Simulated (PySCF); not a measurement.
# C3H8BN: the cost of one run

Computed with PySCF 2.14.0, with density-fitted response routines of our own, on a single molecule in the gas phase. Atoms count from 0, in the outputs and in this text.

**1. The starting structure**

13 atoms, charge 0, multiplicity 1; geometry from: GFN2-xTB. The atoms were then displaced at random by about 0.01 Å, so the start is not that level's minimum.

Bonds of the start (Å): C0–C1 1.35, C1–B2 1.58, B2–N3 1.34, N3–C4 1.48, C0–H5 1.05, C0–H6 1.07, C1–H7 1.10, B2–H8 1.18, N3–H9 1.00, C4–H10 1.10, C4–H11 1.10, C4–H12 1.10.

**2. Optimising the geometry at PBE0-D3(BJ)/def2-SVP**

Job settings and geometry (Å):

```
{"job": {"xc": "PBE0", "basis": "def2-SVP", "d3": "d3bj", "grid": 1, "shake": 0.01, "kind": "geom"}, "charge": 0, "multiplicity": 1}
C      2.317190    -0.519760    -0.368550
C      1.633160     0.493160     0.213950
B      0.089360     0.793050     0.061970
N     -0.735980    -0.234480    -0.194060
C     -2.202410    -0.171850    -0.372010
H      3.356250    -0.641160    -0.260360
H      1.811380    -1.202360    -1.022680
H      2.239360     1.181550     0.824820
H     -0.314630     1.890240     0.206020
H     -0.424200    -1.184120    -0.268210
H     -2.531350     0.865750    -0.251620
H     -2.709610    -0.768670     0.397920
H     -2.522690    -0.518210    -1.360440
```

Launch:

```console
OMP_NUM_THREADS=1 python probes_run.py task.json out
```

This one command runs all jobs of the session in turn.

**Question.** How long does this first job take on 1 thread of Arm Neoverse V2, shared host, and how much memory does it need?

About 26 s, with a peak of 0.43 GiB.
